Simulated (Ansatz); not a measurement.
# C₂H₉InN₂OSi: one species, many methods

Aim: compute C₂H₉InN₂OSi with functionals from several rungs and with coupled cluster. The yardstick is the atomisation energy at the CCSD(T) limit.

Program: Ansatz 0.2.0, Gaussian basis. Level of theory: functionals in def2-TZVPP, the program's frozen cores in correlated methods. These are calculated values, not measurements.

Levels to be run: LDA (SPW92), PBE-D4, revPBE-D4, BLYP-D4, r2SCAN-D4, B97M-V, PBE0-D4, B3LYP-D4, r2SCANh-D4, r2SCAN0-D4, HSE06-D4, BHLYP-D4, CAM-B3LYP-D4, LC-ωPBE, ωB97X-V, ωB97M-V, B2PLYP, PBE-QIDH; CCSD(T)/def2-SVP; CCSD(T)/def2-TZVPP; MP2/def2-QZVPP; extrapolation to the limit; RPA on PBE.

**1. Structure used throughout**

The geometry comes from an earlier relaxation with PBE0-D4 in a triple-zeta def2 set; it is a stationary point, not always the lowest conformer. In takes the def2 core potential; no spin-orbit term is included.

16 atoms, charge 0, spin multiplicity 1.

Atoms are counted from 1 here; the program's logs count them from 0.

Bond lengths: N1–C2 1.513 Å, N1–H8 1.016 Å, N1–H9 1.017 Å, C2–Si3 1.892 Å, C2–N4 1.435 Å, C2–H10 1.101 Å, Si3–H11 1.480 Å, Si3–H12 1.489 Å, Si3–H13 1.495 Å, N4–C5 1.467 Å, N4–In7 2.144 Å, C5–O6 1.414 Å, C5–H14 1.098 Å, C5–H15 1.104 Å, O6–In7 2.036 Å, In7–H16 1.688 Å. Angles: C2–N1–H8 113.7°, C2–N1–H9 110.6°, H8–N1–H9 107.7°, N1–C2–Si3 111.7°, N1–C2–N4 110.2°, N1–C2–H10 109.2°, Si3–C2–N4 104.7°, Si3–C2–H10 109.6°, N4–C2–H10 111.4°, C2–Si3–H11 109.7°, C2–Si3–H12 107.8°, C2–Si3–H13 111.4°, H11–Si3–H12 110.9°, H11–Si3–H13 109.3°, H12–Si3–H13 107.6°, C2–N4–C5 113.9°, C2–N4–In7 97.0°, C5–N4–In7 87.7° and more.

**2. LDA**

This LDA is Slater exchange with PW92 correlation.

in.yaml reads:

```yaml
crystal:
  periodic: [false, false, false]
  atoms:
    - {symbol: N, position_ang: [0.126292, 0.687976, 1.256141]}
    - {symbol: C, position_ang: [0.683625, 0.192723, -0.060179]}
    - {symbol: Si, position_ang: [1.736628, -1.362679, 0.166048]}
    - {symbol: N, position_ang: [-0.383089, -0.214041, -0.929406]}
    - {symbol: C, position_ang: [-1.160027, 0.902302, -1.478682]}
    - {symbol: O, position_ang: [-2.246261, 1.193752, -0.621940]}
    - {symbol: In, position_ang: [-1.890466, -0.408475, 0.582699]}
    - {symbol: H, position_ang: [0.762615, 0.571643, 2.039085]}
    - {symbol: H, position_ang: [-0.110825, 1.674949, 1.195174]}
    - {symbol: H, position_ang: [1.292621, 0.987420, -0.517445]}
    - {symbol: H, position_ang: [2.411200, -1.699316, -1.107855]}
    - {symbol: H, position_ang: [0.833188, -2.465104, 0.597257]}
    - {symbol: H, position_ang: [2.764036, -1.175484, 1.236168]}
    - {symbol: H, position_ang: [-1.536044, 0.621218, -2.471657]}
    - {symbol: H, position_ang: [-0.510913, 1.787368, -1.602013]}
    - {symbol: H, position_ang: [-2.772581, -1.294242, 1.716598]}
basis:
  gaussian: {orbitals: def2-TZVPP}
hamiltonian: {xc: lda}
output: {orbitals: {seedname: orbitals}}
```

Command:

```sh
ansatz run in.yaml --threads 2 --pin off --events-out ev --progress --plain --max-ram 20480MiB --backend cuda --devices 0, --max-vram 18GiB
```

After this run come: PBE-D4 (GGA); revPBE-D4 (GGA); BLYP-D4 (GGA); r2SCAN-D4 (meta-GGA); B97M-V (meta-GGA); B3LYP-D4 (hybrid); r2SCANh-D4 (hybrid); r2SCAN0-D4 (hybrid); HSE06-D4 (hybrid); BHLYP-D4 (hybrid); CAM-B3LYP-D4 (range-separated); LC-ωPBE (range-separated); ωB97X-V (range-separated); ωB97M-V (range-separated); B2PLYP (double hybrid); PBE-QIDH (double hybrid); CCSD(T) in def2-SVP; CCSD(T) in def2-TZVPP; MP2 in def2-QZVPP; RPA on PBE orbitals.

Q: Predict the results of all the runs planned. Wanted: atomisation energy, CCSD(T)/CBS; farthest beyond LDA; mean size of error, GGA; mean size of error, meta-GGA; mean size of error, hybrid; mean size of error, range-separated; mean size of error, double hybrid; gap, smallest and largest; T1 diagnostic.

As calculated:

| quantity | value |
| --- | --- |
| atomisation energy, CCSD(T)/CBS | 5449.5 kJ/mol |
| functionals within 54.5 kJ/mol (1.0 %) | revPBE-D4, BLYP-D4, r2SCAN-D4, B97M-V, PBE0-D4, B3LYP-D4, HSE06-D4, CAM-B3LYP-D4, LC-ωPBE, ωB97X-V, ωB97M-V |
| farthest beyond LDA | BHLYP-D4 (-228.3 kJ/mol) |
| mean size of error, GGA | 57.2 kJ/mol |
| mean size of error, meta-GGA | 23.2 kJ/mol |
| mean size of error, hybrid | 87.2 kJ/mol |
| mean size of error, range-separated | 13.5 kJ/mol |
| mean size of error, double hybrid | 94.1 kJ/mol |
| gap, smallest and largest | 3.39 eV (BLYP-D4), 9.84 eV (LC-ωPBE) |
| T1 diagnostic | 0.0159 |
| triples share of the correlation energy | 4.0 % |

In words: The LDA atomisation energy is off by 877.7 kJ/mol (16 %): it overbinds. PBE-D4 misses by +103.5 kJ/mol. Double hybrids carry the basis error of their MP2 part in triple zeta, and no dispersion term here, so their miss is partly the set-up's. The rungs range-separated, meta-GGA miss on average by less than the doubt on the reference (54.5 kJ/mol), so they tie. Misses under about 54.5 kJ/mol are within the doubt on the reference itself, which lacks core-valence correlation, spin-orbit coupling and higher excitations, and its outer-core shells are covered unevenly. All levels share the lack of spin-orbit coupling, which lowers the free heavy atoms and so the true binding. Hartree-Fock recovers 67 % of the binding; the rest is correlation. CCSD(T) in def2-SVP is off by -385.8 kJ/mol, so the small basis spoils what the method gains. Orbital gaps span 3.4 to 9.8 eV; exact exchange widens them. Correlated methods include outer-core shells of In, which these sets cover unevenly.
